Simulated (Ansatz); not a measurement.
**WS2F: from a guess to a relaxed structure**

Aim: relax a trial structure of WS2F and see where it ends.

Program: Ansatz 0.2.0. Level of theory: DFT PBE, scalar-relativistic, plane waves, PAW. These are calculated values, not measurements.

**1. The starting structure**

It takes space group P6/mmm (No. 191, hexagonal). Conventional cell: a = 4.054 Å, b = 4.054 Å, c = 6.257 Å, α = 90.00°, β = 90.00°, γ = 120.00°. Around W (site symmetry 6/mmm) lie 2 S at 1.93 Å. Around S (site symmetry 6mm) lie 1 F at 1.20 Å. F (site symmetry 6/mmm) has 2 S at 1.20 Å as nearest neighbours.

Coordinates:

```xyz
4
Lattice="4.0542 0.0000 0.0000 -2.0271 3.5111 0.0000 0.0000 0.0000 6.2574" Properties=species:S:1:pos:R:3 pbc="T T T"
W     0.0000    0.0000    3.1287
S     0.0000    0.0000    5.0591
S     0.0000    0.0000    1.1983
F     0.0000    0.0000    0.0000
```

Recipe of the guess: random cell by space group and Wyckoff sites (P6/mmm, No. 191). Its size is a rough estimate.

**2. Probe: one point on a coarse mesh**

Input file input.yaml:

```yaml
crystal:
  lattice:
    - [4.05424723, 0.0, 0.0]
    - [-2.02712361, 3.51108109, 0.0]
    - [0.0, 0.0, 6.25742316]
  atoms:
    - { symbol: W, position: [0.0, 0.0, 0.5] }
    - { symbol: S, position: [0.0, 0.0, 0.80849262] }
    - { symbol: S, position: [0.0, 0.0, 0.19150738] }
    - { symbol: F, position: [0.0, 0.0, 0.0] }
basis:
  ecutwfc: 420
kpoints:
  mp_grid: { grid: [6, 6, 4] }
hamiltonian:
  xc: pbe
scf:
  occupations: { method: gaussian, width: 0.1 }
  lower_state_search: "off"
output:
  forces: true
  stress: true
  eigenvalues: true
```

Launch:

```sh
ansatz run input.yaml --threads 1 --pin off --max-ram 2048MiB --backend cpu --events-out ev --progress --plain --runs-dir out
```

Standard output, shortened:

```text
[...]
SCF converged after 8 iterations
Free energy (F): -12966.093554 eV
[...]
E sigma→0 (E₀):  -12966.087440 eV
Entropy (-TS):   -0.012228 eV (-3.057 meV/atom)
Fermi energy:    7.581971 eV
[...]
--- Forces (eV/Å), atoms counted from 1 ---
  atom   1  W      0.00000000    -0.00000000     0.00000000
  atom   2  S     -0.00000000     0.00000000   -44.55799914
  atom   3  S      0.00000000     0.00000000    44.55799914
  atom   4  F     -0.00000000     0.00000000     0.00000000
[...]
--- Stress (GPa, compression-positive) ---
       -4.497647       0.000000      -0.000000
        0.000000      -4.497647       0.000000
       -0.000000       0.000000     289.874952
  P = ⅓ Tr σ = 93.6266 GPa (936.266 kbar)
--- Band table (eV; the first three rows and the last of 21) ---
  k-point 0: bands = ["-66.7339", "-35.0898", "-32.2449", "-30.8081", "-30.8081", "-21.8431", "-13.0348", "-13.0348", "-6.6154", "-2.8412", "1.9028", "1.9028", "3.5008", "5.5875", "5.5875", "5.6553", "7.2632", "7.2632", "8.3522", "8.3522", "11.5297"]
[...]
```

Run time: 1.6 s. Hardware: 1 thread of Intel Xeon 6975P-C (Granite Rapids), shared host; peak memory 0.39 GiB.

Read-out: pressure 93.6 GPa, largest force 44.56 eV/Å, gap on this mesh none (metal). A guess like this is first relaxed loosely on the coarse mesh.

**3. A loose first relaxation**

input.yaml, as its differences from that of step 2:

```diff
@@ -23 +23,6 @@
   eigenvalues: true
+relax:
+  adjacent_minimum: "off"
+  f_tol: 0.04
+  max_steps: 70
+  cell: { stress_tol: 0.4 }
```

Launch:

```sh
ansatz run input.yaml --threads 1 --pin off --max-ram 2048MiB --backend cpu --events-out ev --progress --plain --runs-dir out
```

Standard output:

```text
Warning: RAYON_NUM_THREADS=1 ignored (pool sized by the plan → 1); use --threads N
Engine: ansatz 0.2.0, x86_64-unknown-linux-gnu
Pseudopotentials: kind: paw
Pseudopotential: W, paw, valence charge 14, recommended cutoff 420 eV (normal), W.paw.azcp
Pseudopotential: S, paw, valence charge 6, recommended cutoff 420 eV (normal), S.paw.azcp
Pseudopotential: F, paw, valence charge 7, recommended cutoff 420 eV (normal), F.paw.azcp
Functional definition: PBE
  parameter kappa = 0.804
  parameter beta = 0.06672455060314922
  exchange = pbe_x(kappa = kappa, mu = beta*pi^2/3)
  correlation = pbe_c(beta = beta)
Crystal: 4 atoms, lattice volume = 89.073 Å³
Basis set: ecut = 420 eV, 1725 PW (Γ), exchange–correlation on 60×60×90 points (8 copies of the dense FFT grid, shifted against one another)
Bands: 21, of which v1, the nominal top of the filled ones, is band 17 counted from 1 (16 counted from 0)
Symmetry: 24 space group operations
Space group: P6/mmm (ITA 191), of the structure as read, at distance tolerance 4.5e-5 Å
k-points: 21 of 144
Non-local potential: W, projectors of the file, l = 0: 3, l = 1: 2, l = 2: 2, l = 3: 1
Non-local potential: S, projectors of the file, l = 0: 2, l = 1: 2, l = 2: 2
Non-local potential: F, projectors of the file, l = 0: 2, l = 1: 2, l = 2: 1
PAW form: soft (Blöchl's): semilocal exchange-correlation on the pseudo side does not see the compensation charge
PAW one-centre angular grid: W, 590 points (default); XC on 64 Gauss nodes
PAW one-centre angular grid: S, 110 points (default); XC on 64 Gauss nodes
PAW one-centre angular grid: F, 110 points (default); XC on 64 Gauss nodes
Initial density: superposition of atomic densities (neutral atoms: chi_scale 0, normalization atom), corrected by the library's trained network
Initial wavefunctions: pseudopotential atomic-orbital guess
Functional: x = pbe(κ = 0.804, μ = 0.2195149727645171), c = pbe(β = 0.06672455060314922)
SCF iter   1: F=—  HF=-12966.585298 eV  |F-HF|=—  |Δ(HF+E_count)|=         —  Δρ=3.68e-2  dr2=3.52e0  ethr=1.77e-3  ⟨swp⟩=6.2  Hψ=2680  notcnv=0
preconditioner: auto → LDOS  [metal: Δε(μ)=0.120 eV  Ē_g=7.262 eV  σ=0.100 eV  W_gap=0.48  n_scr=22 (ndim 8)  ℏωp=16.2 eV  f_vac=0.135  D(μ)=2.90/eV (n_scr^D=22)  β→1.0]
SCF iter   2: F=—  HF=-12966.129657 eV  |F-HF|=—  |Δ(HF+E_count)|=   4.56e-1  Δρ=1.40e-2  dr2=2.03e-1  ethr=1.77e-3  ⟨swp⟩=3.0  Hψ=950  notcnv=0  defer=1
SCF iter   3: F=—  HF=-12966.128703 eV  |F-HF|=—  |Δ(HF+E_count)|=   9.54e-4  Δρ=1.01e-2  dr2=3.53e-1  ethr=6.15e-4  ⟨swp⟩=3.0  Hψ=940  notcnv=0  defer=1
SCF iter   4: F=—  HF=-12966.092070 eV  |F-HF|=—  |Δ(HF+E_count)|=   3.66e-2  Δρ=2.12e-3  dr2=4.42e-3  ethr=6.15e-4  ⟨swp⟩=2.5  Hψ=731  notcnv=0  defer=2
SCF iter   5: F=—  HF=-12966.093226 eV  |F-HF|=—  |Δ(HF+E_count)|=   1.16e-3  Δρ=5.59e-4  dr2=6.55e-4  ethr=1.34e-5  ⟨swp⟩=2.2  Hψ=724  notcnv=0  defer=2
SCF iter   6: F=—  HF=-12966.093446 eV  |F-HF|=—  |Δ(HF+E_count)|=   2.20e-4  Δρ=1.78e-4  dr2=4.98e-5  ethr=1.99e-6  ⟨swp⟩=2.5  Hψ=747  notcnv=0  defer=2
SCF iter   7: F=—  HF=-12966.093552 eV  |F-HF|=—  |Δ(HF+E_count)|=   1.06e-4  Δρ=4.35e-5  dr2=1.31e-6  ethr=1.51e-7  ⟨swp⟩=2.0  Hψ=762  notcnv=0  defer=2
SCF iter   8: F=-12966.093554 eV  HF=-12966.093554 eV  |F-HF|=2.04e-9  |Δ(HF+E_count)|=   1.79e-6  Δρ=1.11e-5  dr2=7.75e-8  ethr=3.03e-10  ⟨swp⟩=6.3  Hψ=2459  notcnv=0
SCF 1 converged in 8 iterations: F = -12966.093554 eV  dr2 = 7.75e-8
relax step   1: F+E_penalty+E_count = -12966.09355391 eV  Δ(F+E_penalty+E_count) = +0.000e0 eV  max|allowed force component| = 4.456e1 eV/Å  Δτ_max = 0.0000 Å  P = +93.627 GPa  Ω = 89.073 Å³  (8 SCF iters, dr2 threshold 1.00e-7 eV, accepted)
Crystal: 4 atoms, lattice volume = 93.058 Å³
Basis set: ecut = 420 eV, 1809 PW (Γ), exchange–correlation on 60×60×90 points (8 copies of the dense FFT grid, shifted against one another)
Initial density: handed on by an earlier stage of this run
Initial wavefunctions: those handed on with the density
iter 1 solved again at ethr=2.03e-3 eV; its pass at ethr=3.10e-3 eV (dr2=6.71e-1 eV) is discarded
SCF iter   1: F=—  HF=-12977.438204 eV  |F-HF|=—  |Δ(HF+E_count)|=         —  Δρ=2.83e-2  dr2=6.77e-1  ethr=2.03e-3  ⟨swp⟩=1.0  Hψ=2944  notcnv=0
preconditioner: auto → LDOS  [metal: Δε(μ)=0.026 eV  Ē_g=9.062 eV  σ=0.100 eV  W_gap=0.15  n_scr=22 (ndim 8)  ℏωp=17.6 eV  f_vac=0.045  D(μ)=4.31/eV (n_scr^D=36)  β→1.0]
SCF iter   2: F=—  HF=-12977.300422 eV  |F-HF|=—  |Δ(HF+E_count)|=   1.38e-1  Δρ=8.94e-3  dr2=6.48e-2  ethr=2.03e-3  ⟨swp⟩=3.0  Hψ=848  notcnv=0
SCF iter   3: F=—  HF=-12977.287461 eV  |F-HF|=—  |Δ(HF+E_count)|=   1.30e-2  Δρ=2.78e-3  dr2=1.40e-2  ethr=1.96e-4  ⟨swp⟩=2.1  Hψ=815  notcnv=0
SCF iter   4: F=—  HF=-12977.284741 eV  |F-HF|=—  |Δ(HF+E_count)|=   2.72e-3  Δρ=6.37e-4  dr2=2.53e-4  ethr=4.25e-5  ⟨swp⟩=1.8  Hψ=579  notcnv=0
SCF iter   5: F=—  HF=-12977.285733 eV  |F-HF|=—  |Δ(HF+E_count)|=   9.91e-4  Δρ=1.26e-4  dr2=2.59e-5  ethr=7.67e-7  ⟨swp⟩=2.2  Hψ=705  notcnv=0
SCF iter   6: F=—  HF=-12977.285742 eV  |F-HF|=—  |Δ(HF+E_count)|=   8.90e-6  Δρ=4.18e-5  dr2=3.07e-6  ethr=7.84e-8  ⟨swp⟩=2.1  Hψ=529  notcnv=0
SCF iter   7: F=-12977.285742 eV  HF=-12977.285743 eV  |F-HF|=2.20e-7  |Δ(HF+E_count)|=   8.82e-7  Δρ=1.29e-5  dr2=2.78e-7  ethr=1.21e-9  ⟨swp⟩=7.2  Hψ=2159  notcnv=0
SCF 2 converged in 7 iterations: F = -12977.285742 eV  dr2 = 2.78e-7
relax step   2: F+E_penalty+E_count = -12977.28574239 eV  Δ(F+E_penalty+E_count) = -1.119e1 eV  max|allowed force component| = 1.899e1 eV/Å  Δτ_max = 0.0812 Å  P = +57.696 GPa  Ω = 93.058 Å³  energy of the carried Pulay correction = -3.003e-3 eV  (7 SCF iters, dr2 threshold 4.00e-7 eV, accepted)
Crystal: 4 atoms, lattice volume = 96.939 Å³
Basis set: ecut = 420 eV, 1907 PW (Γ), exchange–correlation on 60×60×90 points (8 copies of the dense FFT grid, shifted against one another)
SCF iter   1: F=—  HF=-12983.200990 eV  |F-HF|=—  |Δ(HF+E_count)|=         —  Δρ=2.29e-2  dr2=2.09e0  ethr=3.10e-3  ⟨swp⟩=6.2  Hψ=2208  notcnv=0
preconditioner: auto → LDOS  [metal: Δε(μ)=0.089 eV  Ē_g=8.422 eV  σ=0.100 eV  W_gap=0.46  n_scr=22 (ndim 8)  ℏωp=17.3 eV  f_vac=0.096  D(μ)=2.95/eV (n_scr^D=22)  β→1.0]
SCF iter   2: F=—  HF=-12983.182818 eV  |F-HF|=—  |Δ(HF+E_count)|=   1.82e-2  Δρ=2.81e-2  dr2=1.89e0  ethr=3.10e-3  ⟨swp⟩=3.0  Hψ=907  notcnv=0  defer=2
SCF iter   3: F=—  HF=-12982.885597 eV  |F-HF|=—  |Δ(HF+E_count)|=   2.97e-1  Δρ=2.43e-3  dr2=4.62e-3  ethr=3.10e-3  ⟨swp⟩=3.0  Hψ=732  notcnv=0  defer=2
SCF iter   4: F=—  HF=-12982.884587 eV  |F-HF|=—  |Δ(HF+E_count)|=   1.01e-3  Δρ=8.53e-4  dr2=7.89e-4  ethr=1.40e-5  ⟨swp⟩=2.1  Hψ=819  notcnv=0  defer=2
SCF iter   5: F=—  HF=-12982.884661 eV  |F-HF|=—  |Δ(HF+E_count)|=   7.41e-5  Δρ=2.53e-4  dr2=5.77e-5  ethr=2.39e-6  ⟨swp⟩=2.1  Hψ=660  notcnv=0  defer=2
SCF iter   6: F=—  HF=-12982.884465 eV  |F-HF|=—  |Δ(HF+E_count)|=   1.96e-4  Δρ=8.51e-5  dr2=8.65e-6  ethr=1.75e-7  ⟨swp⟩=2.7  Hψ=716  notcnv=0  defer=2
SCF iter   7: F=-12982.884467 eV  HF=-12982.884468 eV  |F-HF|=1.89e-7  |Δ(HF+E_count)|=   3.02e-6  Δρ=1.55e-5  dr2=3.65e-7  ethr=1.21e-9  ⟨swp⟩=5.5  Hψ=2297  notcnv=0
SCF 3 converged in 7 iterations: F = -12982.884467 eV  dr2 = 3.65e-7
relax step   3: F+E_penalty+E_count = -12982.88446745 eV  Δ(F+E_penalty+E_count) = -5.599e0 eV  max|allowed force component| = 1.089e1 eV/Å  Δτ_max = 0.0458 Å  P = +38.158 GPa  Ω = 96.939 Å³  energy of the carried Pulay correction = -5.804e-3 eV  (7 SCF iters, dr2 threshold 4.00e-7 eV, accepted)
[... from here on, the SCF cycles and remarks between the steps are left out ...]
relax step   4: F+E_penalty+E_count = -12986.73545809 eV  Δ(F+E_penalty+E_count) = -3.851e0 eV  max|allowed force component| = 4.599e0 eV/Å  Δτ_max = 0.0601 Å  P = +24.193 GPa  Ω = 100.318 Å³  energy of the carried Pulay correction = -8.151e-3 eV  (8 SCF iters, dr2 threshold 4.00e-7 eV, accepted)
relax step   5: F+E_penalty+E_count = -12988.92320277 eV  Δ(F+E_penalty+E_count) = -2.188e0 eV  max|allowed force component| = 2.265e0 eV/Å  Δτ_max = 0.0390 Å  P = +14.109 GPa  Ω = 102.947 Å³  energy of the carried Pulay correction = -9.919e-3 eV  (11 SCF iters, dr2 threshold 4.00e-7 eV, accepted)
relax step   6: F+E_penalty+E_count = -12990.34534352 eV  Δ(F+E_penalty+E_count) = -1.422e0 eV  max|allowed force component| = 1.646e0 eV/Å  Δτ_max = 0.0254 Å  P = +5.657 GPa  Ω = 101.429 Å³  energy of the carried Pulay correction = -8.904e-3 eV  (9 SCF iters, dr2 threshold 4.00e-7 eV, accepted)
relax step   7: F+E_penalty+E_count = -12991.28187835 eV  Δ(F+E_penalty+E_count) = -9.365e-1 eV  max|allowed force component| = 4.791e-1 eV/Å  Δτ_max = 0.0373 Å  P = +0.294 GPa  Ω = 94.773 Å³  energy of the carried Pulay correction = -4.256e-3 eV  (7 SCF iters, dr2 threshold 4.00e-7 eV, accepted)
relax step   8: F+E_penalty+E_count = -12991.73883709 eV  Δ(F+E_penalty+E_count) = -4.570e-1 eV  max|allowed force component| = 1.415e-2 eV/Å  Δτ_max = 0.0195 Å  P = -1.668 GPa  Ω = 86.430 Å³  energy of the carried Pulay correction = +2.067e-3 eV  (7 SCF iters, dr2 threshold 4.00e-7 eV, accepted)
relax step   9: F+E_penalty+E_count = -12991.98729750 eV  Δ(F+E_penalty+E_count) = -2.485e-1 eV  max|allowed force component| = 2.554e-1 eV/Å  Δτ_max = 0.0073 Å  P = -0.492 GPa  Ω = 77.527 Å³  energy of the carried Pulay correction = +9.513e-3 eV  (8 SCF iters, dr2 threshold 4.00e-7 eV, accepted)
relax step  10: F+E_penalty+E_count = -12992.00559057 eV  Δ(F+E_penalty+E_count) = -1.829e-2 eV  max|allowed force component| = 1.852e-1 eV/Å  Δτ_max = 0.0015 Å  P = +1.628 GPa  Ω = 71.743 Å³  energy of the carried Pulay correction = +1.479e-2 eV  (8 SCF iters, dr2 threshold 4.00e-7 eV, accepted)
relax step  11: F+E_penalty+E_count = -12992.00309982 eV  Δ(F+E_penalty+E_count) = +2.491e-3 eV  max|allowed force component| = 5.684e-1 eV/Å  Δτ_max = 0.0127 Å  P = -1.970 GPa  Ω = 74.359 Å³  energy of the carried Pulay correction = +1.236e-2 eV  (9 SCF iters, dr2 threshold 4.00e-7 eV, rejected (line search))
relax step  12: F+E_penalty+E_count = -12992.01459401 eV  Δ(F+E_penalty+E_count) = -9.003e-3 eV  max|allowed force component| = 3.241e-2 eV/Å  Δτ_max = 0.0032 Å  P = +0.528 GPa  Ω = 72.904 Å³  energy of the carried Pulay correction = +1.370e-2 eV  (9 SCF iters, accepted)
relax step  13: F+E_penalty+E_count = -12992.01830183 eV  Δ(F+E_penalty+E_count) = -3.708e-3 eV  max|allowed force component| = 1.804e-2 eV/Å  Δτ_max = 0.0008 Å  P = +0.021 GPa  Ω = 74.286 Å³  energy of the carried Pulay correction = +1.243e-2 eV  (7 SCF iters, dr2 threshold 4.00e-7 eV, accepted)
relax step  14: F+E_penalty+E_count = -12992.35022750 eV  Δ(F+E_penalty+E_count) = -3.319e-1 eV  max|allowed force component| = 5.502e-2 eV/Å  Δτ_max = 0.0000 Å  P = +3.885 GPa  Ω = 74.286 Å³  stress off target by 1.10e1 GPa  SCF on the basis re-selected at this cell (its energy is not comparable with the rows above)  (8 SCF iters)
relax step  15: F+E_penalty+E_count = -12992.39174793 eV  Δ(F+E_penalty+E_count) = -4.152e-2 eV  max|allowed force component| = 9.888e-2 eV/Å  Δτ_max = 0.0067 Å  P = +1.715 GPa  Ω = 75.080 Å³  energy of the carried Pulay correction = -6.507e-4 eV  (7 SCF iters, dr2 threshold 4.00e-7 eV, accepted)
relax step  16: F+E_penalty+E_count = -12992.41096195 eV  Δ(F+E_penalty+E_count) = -1.921e-2 eV  max|allowed force component| = 3.448e-2 eV/Å  Δτ_max = 0.0095 Å  P = +0.233 GPa  Ω = 75.303 Å³  energy of the carried Pulay correction = -5.457e-4 eV  (7 SCF iters, dr2 threshold 4.00e-7 eV, accepted)
relax step  17: F+E_penalty+E_count = -12992.41461752 eV  Δ(F+E_penalty+E_count) = -3.656e-3 eV  max|allowed force component| = 2.196e-2 eV/Å  Δτ_max = 0.0044 Å  P = -0.086 GPa  Ω = 74.864 Å³  energy of the carried Pulay correction = +2.019e-4 eV  (7 SCF iters, dr2 threshold 4.00e-7 eV, accepted)
iter 1 solved again at ethr=1.62e-7 eV; its pass at ethr=3.10e-3 eV (dr2=5.33e-5 eV) is discarded
SCF iter   1: F=—  HF=-12992.414803 eV  |F-HF|=—  |Δ(HF+E_count)|=         —  Δρ=1.96e-4  dr2=3.04e-6  ethr=1.62e-7  ⟨swp⟩=3.1  Hψ=3336  notcnv=0
preconditioner: auto → LDOS  [metal: Δε(μ)=0.055 eV  Ē_g=6.223 eV  σ=0.100 eV  W_gap=0.30  n_scr=12 (ndim 8)  ℏωp=20.6 eV  f_vac=0.033  D(μ)=6.43/eV (n_scr^D=64)  β→1.0]
SCF iter   2: F=—  HF=-12992.415022 eV  |F-HF|=—  |Δ(HF+E_count)|=   2.19e-4  Δρ=2.79e-5  dr2=3.20e-7  ethr=9.21e-9  ⟨swp⟩=2.0  Hψ=673  notcnv=0
SCF iter   3: F=—  HF=-12992.415022 eV  |F-HF|=—  |Δ(HF+E_count)|=   5.67e-8  Δρ=6.04e-6  dr2=1.45e-8  ethr=9.68e-10  ⟨swp⟩=2.0  Hψ=655  notcnv=0
SCF iter   4: F=—  HF=-12992.415022 eV  |F-HF|=—  |Δ(HF+E_count)|=   1.67e-8  Δρ=3.12e-6  dr2=6.23e-9  ethr=7.76e-12  ⟨swp⟩=6.2  Hψ=1966  notcnv=0
SCF iter   5: F=—  HF=-12992.415022 eV  |F-HF|=—  |Δ(HF+E_count)|=  6.48e-10  Δρ=2.09e-6  dr2=2.92e-9  ethr=1.89e-11  ⟨swp⟩=1.5  Hψ=534  notcnv=0
SCF iter   6: F=-12992.415022 eV  HF=-12992.415022 eV  |F-HF|=3.55e-10  |Δ(HF+E_count)|=  7.82e-11  Δρ=7.77e-7  dr2=4.34e-10  ethr=7.76e-12  ⟨swp⟩=4.0  Hψ=1369  notcnv=0
SCF 18 converged in 6 iterations: F = -12992.415022 eV  dr2 = 4.34e-10
relax step  18: F+E_penalty+E_count = -12992.41502245 eV  Δ(F+E_penalty+E_count) = -4.049e-4 eV  max|allowed force component| = 2.150e-2 eV/Å  Δτ_max = 0.0000 Å  P = -0.076 GPa  Ω = 74.864 Å³  stress off target by 2.19e-1 GPa  SCF on the basis re-selected at this cell (its energy is not comparable with the rows above)  (6 SCF iters)
basis re-selected at this cell: Δ(F+E_penalty+E_count) = -4.049e-4 eV, ΔP = +0.010 GPa vs the last step (what re-selecting the basis moved, of the pressure what is left beyond the Pulay correction that the steps carried, after the strain that the cell walked since its last selection, with what the two solves' SCF thresholds leave and, on support functions, any second-order correction that the steps lacked; it is no measure of the basis error at this ecutwfc). This SCF's stress stands 2.19e-1 GPa from its target on what of the cell is left free (relax.cell.stress_tol is 4.00e-1 GPa) and its largest allowed force component is 2.15e-2 eV/Å (relax.f_tol is 4.00e-2 eV/Å): within both
SCF converged after 6 iterations
Free energy (F): -12992.415022 eV
Harris-Foulkes:  -12992.415022 eV  (|F-HF|=3.55e-10)
Internal energy: -12992.382880 eV  (E = F + TS)
E sigma→0 (E₀):  -12992.398951 eV
Entropy (-TS):   -0.032142 eV (-8.036 meV/atom)
Fermi energy:    7.378563 eV
--- Per-component energies (eV) ---
  E_band       = -288.899732
  E_kinetic    = 859.464403
  E_local      = -2185.270194  (includes V_loc(G=0)·N_el)
  E_nonlocal   = 133.761798
  E_hartree    = 805.238124
  E_xc         = -534.772277
  E_vxc        = -507.713321  (∫ρ·V_xc dr)
  E_paw        = -9962.438317  (= ΣΔE_a)
  E_vpaw       = -199.621116  (= ΣTr[D̂ρ^β])
  E_aug_tail   = 0.001960  (compensation charges beyond the density's cutoff)
  E_ewald      = -2108.368378
  E_smearing   = -0.032142  (= −TS)
  E_closure    = 0.000000  (closes the sum)
  Σ components = -12992.415022   (vs F -12992.415022, Δ=0.00e0)
--- Forces (eV/Å), atoms counted from 1 ---
  atom   1  W     -0.00000000     0.00000000     0.00000000
  atom   2  S     -0.00000000    -0.00000000     0.02150452
  atom   3  S      0.00000000     0.00000000    -0.02150452
  atom   4  F     -0.00000000     0.00000000     0.00000000
  max |Σ_I F_I| component: 2.31e-18 eV/Å
--- Stress (GPa, compression-positive) ---
       -0.219099      -0.000000       0.000000
       -0.000000      -0.219099       0.000000
        0.000000       0.000000       0.210258
  P = ⅓ Tr σ = -0.0760 GPa (-0.760 kbar)
--- Band table (eV; the first three rows and the last of 21) ---
  k-point 0: bands = ["-66.9161", "-31.3431", "-30.9466", "-30.9466", "-15.0275", "-6.4179", "-6.0322", "1.3584", "1.9120", "3.1731", "4.5390", "4.5390", "6.4853", "6.4853", "6.9962", "6.9962", "7.6710", "8.3580", "8.3580", "10.6429", "10.6429"]
  k-point 1: bands = ["-66.9161", "-31.3431", "-30.9466", "-30.9466", "-15.0272", "-6.6193", "-5.7674", "0.5589", "2.4612", "3.8103", "4.5313", "4.5313", "6.5339", "6.5339", "6.9689", "6.9962", "6.9962", "8.2651", "8.2651", "10.7124", "10.7124"]
  k-point 2: bands = ["-66.9161", "-31.3432", "-30.9466", "-30.9466", "-15.0268", "-6.7373", "-5.5823", "0.1376", "2.5711", "4.5239", "4.5239", "5.0544", "5.7504", "6.5861", "6.5861", "6.9962", "6.9962", "8.1720", "8.1720", "10.7787", "10.7787"]
  k-point 20: bands = ["-66.8984", "-31.3000", "-31.1470", "-31.1470", "-14.8543", "-5.1323", "-3.8149", "0.9807", "2.7682", "2.7682", "3.8398", "3.8398", "4.2099", "4.2099", "6.4744", "6.6507", "6.8853", "6.8853", "8.5019", "8.5019", "11.1137"]
--- Relaxed structure (16 steps of the walk, 15 accepted, 2 SCFs on fresh bases) ---
  F+E_penalty+E_count = -12992.41502245 eV   max|allowed force component| = 2.150e-2 eV/Å   (the final SCF, on the basis selected at the relaxed cell)
  cell:  # Å, volume = 74.8636 Å³
    - [3.173582345507362, -2.2596903162682374e-9, 1.5851954793430074e-32]
    - [-1.5867911707967315, 2.7484029333410236, 4.590906799813578e-33]
    - [2.563563492908634e-32, 2.0508507943269066e-32, 8.583030940060075]
  atoms:
    - { symbol: W, position: [5.9630653682014756e-34, -3.441104969735541e-36, 0.5000000000000001] }
    - { symbol: S, position: [-4.3778603726802485e-34, -3.5116113478587897e-35, 0.7554046554125698] }
    - { symbol: S, position: [5.921279628859787e-35, 5.630539372620551e-35, 0.24459534458743049] }
    - { symbol: F, position: [-2.1773329584071895e-34, -1.774817527788291e-35, 4.591563785317961e-19] }
```

Wall time 30 s (1 thread of Intel Xeon 6975P-C (Granite Rapids), shared host); peak memory 0.41 GiB.

Relaxation path:

| step | energy from step 1 (eV/cell) | largest force component (eV/Å) | pressure (GPa) | volume (Å³) |
| --- | --- | --- | --- | --- |
| 1 | 0.0000 | 44.5580 | 93.63 | 89.07 |
| 2 | -11.1922 | 18.9867 | 57.70 | 93.06 |
| 3 | -16.7909 | 10.8903 | 38.16 | 96.94 |
| 4 | -20.6419 | 4.5986 | 24.19 | 100.32 |
| 5 | -22.8296 | 2.2647 | 14.11 | 102.95 |
| 6 | -24.2518 | 1.6463 | 5.66 | 101.43 |
| 7 | -25.1883 | 0.4791 | 0.29 | 94.77 |
| 8 | -25.6453 | 0.0142 | -1.67 | 86.43 |
| 9 | -25.8937 | 0.2554 | -0.49 | 77.53 |
| 10 | -25.9120 | 0.1852 | 1.63 | 71.74 |
| 11 | -25.9095 | 0.5684 | -1.97 | 74.36 |
| 12 | -25.9210 | 0.0324 | 0.53 | 72.90 |
| 13 | -25.9247 | 0.0180 | 0.02 | 74.29 |
| 14 | -26.2567 | 0.0550 | 3.89 | 74.29 |
| 15 | -26.2982 | 0.0989 | 1.72 | 75.08 |
| 16 | -26.3174 | 0.0345 | 0.23 | 75.30 |
| 17 | -26.3211 | 0.0220 | -0.09 | 74.86 |
| 18 | -26.3215 | 0.0215 | -0.08 | 74.86 |

Step 1 is the start. Steps 14, 18 each repeat the geometry before them on a plane-wave basis chosen anew, so the energy can jump there without any move. Step 11 was tried and not accepted.

|  | before | after | change |
| --- | --- | --- | --- |
| a (Å) | 4.054 | 3.174 | -21.7 % |
| b (Å) | 4.054 | 3.174 | -21.7 % |
| c (Å) | 6.257 | 8.583 | +37.2 % |
| volume (Å³/atom) | 22.27 | 18.72 | -16.0 % |
| shortest distance (Å) | 1.198 | 2.099 | +75.2 % |
| space group (0.01 Å) | P6/mmm | P6/mmm | same |

The run keeps the 24 symmetry operations of the start, so it could not have lowered the symmetry.

[end of part 1 of 2]
